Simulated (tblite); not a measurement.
# C4H8ClFSi: the cost of one run

The runs use tblite 0.8.0 and PySCF 2.14.0, with density-fitted response routines of our own; the level of theory stands in each step. All values are computed, except where a source is named. Atoms are numbered from 0 throughout.

### Step 1. Starting geometry

15 atoms, charge 0, multiplicity 1; geometry from: force field or distance geometry start.

Bonds of the start (Å): C0–C1 1.49, C1–Cl2 1.77, C1–C3 1.31, C3–Si4 1.82, C3–C5 1.51, C5–F6 1.38, C0–H7 1.12, C0–H8 1.11, C0–H9 1.09, Si4–H10 1.47, Si4–H11 1.49, Si4–H12 1.45, C5–H13 1.11, C5–H14 1.10.

### Step 2. Relaxing the molecule with GFN2-xTB

What the job is given:

```
{"job": {"kind": "relax", "xc": "GFN2-xTB", "basis": "xTB"}, "charge": 0, "multiplicity": 1}
C      1.952300     0.639700     0.111300
C      0.994900    -0.490200    -0.019500
Cl     1.667900    -2.123800    -0.092300
C     -0.303300    -0.325200    -0.064100
Si    -1.103300     1.305000     0.032600
C     -1.198700    -1.534400    -0.182300
F     -1.997600    -1.503100     0.948400
H      1.735800     1.415400    -0.671200
H      1.924800     1.120000     1.115800
H      2.945300     0.221300    -0.068900
H     -1.671300     1.439000     1.381500
H     -2.293400     1.233400    -0.868500
H     -0.254200     2.424100    -0.331600
H     -1.821200    -1.370900    -1.080900
H     -0.582500    -2.442300    -0.232000
```

Started as:

```bash
$ OMP_NUM_THREADS=1 python probes_run.py task.json out
```

One launch serves the whole session: the jobs run in the order shown.

Q: Estimate the wall time of this first job on 1 thread of Arm Neoverse N1, shared host.

About 2.1 s.
